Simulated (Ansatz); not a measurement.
# Molybdenum hexafluoride (MoF₆): up Jacob's ladder to CCSD(T)

The task here is to estimate one member of a computed series from the others.

The runs use Ansatz 0.2.0, Gaussian basis; functionals in def2-TZVPP, the program's frozen cores in correlated methods.

Levels to be run: LDA (SPW92), PBE-D4, revPBE-D4, BLYP-D4, r2SCAN-D4, B97M-V, PBE0-D4, B3LYP-D4, r2SCANh-D4, r2SCAN0-D4, HSE06-D4, BHLYP-D4, CAM-B3LYP-D4, LC-ωPBE, ωB97X-V, ωB97M-V, B2PLYP, PBE-QIDH; CCSD(T)/def2-SVP; CCSD(T)/def2-TZVPP; MP2/def2-QZVPP; extrapolation to the limit; RPA on PBE.

### Structure used throughout

An earlier PBE0-D4 in a triple-zeta def2 set relaxation fixed the geometry. Mo takes the def2 core potential; no spin-orbit term is included.

7 atoms, charge 0, spin multiplicity 1.

Atoms are counted from 1 here; the program's logs count them from 0.

Bond lengths: F1–Mo2 1.817 Å, Mo2–F3 1.817 Å, Mo2–F4 1.817 Å, Mo2–F5 1.817 Å, Mo2–F6 1.817 Å, Mo2–F7 1.817 Å. Angles: F1–Mo2–F3 90.0°, F1–Mo2–F4 90.0°, F1–Mo2–F5 180.0°, F1–Mo2–F6 90.0°, F1–Mo2–F7 90.0°, F3–Mo2–F4 90.0°, F3–Mo2–F5 90.0°, F3–Mo2–F6 90.0°, F3–Mo2–F7 180.0°, F4–Mo2–F5 90.0°, F4–Mo2–F6 180.0°, F4–Mo2–F7 90.0°, F5–Mo2–F6 90.0°, F5–Mo2–F7 90.0°, F6–Mo2–F7 90.0°.

The first run:

File in.yaml:

```yaml
crystal:
  periodic: [false, false, false]
  atoms:
    - {symbol: F, position_ang: [0.153300, -1.609864, 0.828110]}
    - {symbol: Mo, position_ang: [0.000017, 0.000001, -0.000006]}
    - {symbol: F, position_ang: [-1.369656, 0.440257, 1.109548]}
    - {symbol: F, position_ang: [-1.183884, -0.717816, -1.176468]}
    - {symbol: F, position_ang: [-0.153242, 1.609867, -0.828121]}
    - {symbol: F, position_ang: [1.183809, 0.717974, 1.176459]}
    - {symbol: F, position_ang: [1.369656, -0.440429, -1.109521]}
basis:
  gaussian: {orbitals: def2-TZVPP}
hamiltonian: {xc: lda}
output: {orbitals: {seedname: orbitals}}
```

On the command line:

```sh
ansatz run in.yaml --threads 2 --pin off --events-out ev --progress --plain --max-ram 32768MiB --backend cpu
```

Steps of the session up to this table: LDA; PBE-D4 (GGA); revPBE-D4 (GGA); BLYP-D4 (GGA); r2SCAN-D4 (meta-GGA); B97M-V (meta-GGA); PBE0-D4 (hybrid); B3LYP-D4 (hybrid); r2SCANh-D4 (hybrid); r2SCAN0-D4 (hybrid); HSE06-D4 (hybrid); BHLYP-D4 (hybrid); CAM-B3LYP-D4 (range-separated); LC-ωPBE (range-separated); ωB97X-V (range-separated); ωB97M-V (range-separated); B2PLYP (double hybrid); PBE-QIDH (double hybrid).

One table of the session follows, with a row left open; its other results are not shown here.

It belongs to the step «Orbital energies across the functionals». 

| functional | HOMO (eV) | LUMO (eV) | gap (eV) |
| --- | --- | --- | --- |
| LDA (SPW92) | -10.92 | -6.22 | 4.70 |
| PBE-D4 | -10.62 | -5.95 | 4.67 |
| revPBE-D4 | -10.52 | -5.85 | 4.67 |
| BLYP-D4 | ? | ? | ? |
| r2SCAN-D4 | -11.19 | -6.14 | 5.05 |
| B97M-V | -11.32 | -6.15 | 5.16 |
| PBE0-D4 | -12.76 | -5.56 | 7.20 |
| B3LYP-D4 | -12.45 | -5.79 | 6.66 |
| r2SCANh-D4 | -11.98 | -5.97 | 6.01 |
| r2SCAN0-D4 | -13.18 | -5.68 | 7.50 |
| HSE06-D4 | -12.34 | -5.94 | 6.40 |
| BHLYP-D4 | -14.89 | -5.03 | 9.86 |
| CAM-B3LYP-D4 | -14.35 | -4.54 | 9.81 |
| LC-ωPBE | -15.59 | -3.25 | 12.34 |
| ωB97X-V | -15.30 | -3.35 | 11.95 |
| ωB97M-V | -15.27 | -3.37 | 11.90 |

Estimate the missing values for BLYP-D4.

Worked estimate for «HOMO (eV)». Against the share of exact exchange, B3LYP-D4 (0.2, -12.45), BHLYP-D4 (0.5, -14.89) give a slope of -8.13 per unit share; at 0 the line stands at -10.82.

As computed: HOMO (eV): -10.57; LUMO (eV): -5.92; gap (eV): 4.65. In «HOMO (eV)» the line misses by -0.25.
